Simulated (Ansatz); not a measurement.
**Iron, A15 under r²SCAN: relaxation and energy**

Aim: take iron in the A15 structure, relax it, then solve it on a dense k-mesh. Spin polarisation is left out, though the real metal is magnetic, so this state lies above the ground state. The k-meshes are 6×6×6 for the relaxation; 8×8×8 for the dense run.

Computed with Ansatz 0.2.0 (DFT r2SCAN, plane waves (500 eV) with PAW, scalar-relativistic; PBE-made PAW files, unless a step says otherwise).

## 1. The system as given

The structure is cubic, space group Pm-3n (No. 223). Conventional cell: a = 4.550 Å, b = 4.550 Å, c = 4.550 Å, α = 90.00°, β = 90.00°, γ = 90.00°. Around Fe (site symmetry m-3) lie 12 Fe at 2.54 Å. Around Fe (site symmetry -4m2) lie 6 Fe at 2.28 to 2.54 Å.

Structure file:

```xyz
8
Lattice="4.5503 0.0000 0.0000 0.0000 4.5503 0.0000 0.0000 0.0000 4.5503" Properties=species:S:1:pos:R:3 pbc="T T T"
Fe    0.0000    0.0000    0.0000
Fe    2.2751    2.2751    2.2751
Fe    1.1376    0.0000    2.2751
Fe    3.4127    0.0000    2.2751
Fe    2.2751    1.1376    0.0000
Fe    2.2751    3.4127    0.0000
Fe    0.0000    2.2751    1.1376
Fe    0.0000    2.2751    3.4127
```

## 2. Relaxation of the cell

The input, input.yaml:

```yaml
crystal:
  lattice:
    - [4.5502851155, 0.0, 0.0]
    - [0.0, 4.5502851155, 0.0]
    - [0.0, 0.0, 4.5502851155]
  atoms:
    - { symbol: Fe, position: [0.0, 0.0, 0.0] }
    - { symbol: Fe, position: [0.5, 0.5, 0.5] }
    - { symbol: Fe, position: [0.25, 0.0, 0.5] }
    - { symbol: Fe, position: [0.75, 0.0, 0.5] }
    - { symbol: Fe, position: [0.5, 0.25, 0.0] }
    - { symbol: Fe, position: [0.5, 0.75, 0.0] }
    - { symbol: Fe, position: [0.0, 0.5, 0.25] }
    - { symbol: Fe, position: [0.0, 0.5, 0.75] }
hamiltonian:
  xc: r2scan
  pseudopotentials:
    kind: paw
    azcp:
      Fe: "pseudopotentials/Fe.paw.azcp"
basis:
  ecutwfc: 500
  fft_grid_basis: typed
kpoints:
  mp_grid: { grid: [6, 6, 6], shift: [0, 0, 0] }
magnetization:
  spin_polarized: false
scf:
  occupations: { method: fermi_dirac, width: 0.1 }
relax:
  max_steps: 60
  f_tol: 0.01
  cell: {}
```

After this run come: Single point on a dense mesh.

Before running it: what results should come out? Wanted: space group; conventional cell; volume; shortest distance; gap on the mesh; relative to bcc, ferromagnetic.

**Answer**, as computed:

| quantity | value |
| --- | --- |
| space group (spins left aside) | Pm-3n (No. 223) |
| conventional cell | a = 4.329 Å |
| volume | 10.140 Å³/atom |
| shortest distance | 2.164 Å |
| gap on the mesh | none (levels filled in part) |
| relative to bcc, ferromagnetic | +899 meV/atom |

**Reading.** From the guessed start the volume shrank by 13.9 % in 8 steps. It lies 899 meV/atom above the element's reference form at the same level (bcc, ferromagnetic, from a run of its own); part of this is magnetic energy, as this run has no moments. Levels at the Fermi energy are filled in part, as in a metal. The symmetry was held, so the structure may be unstable against distortions that break it.
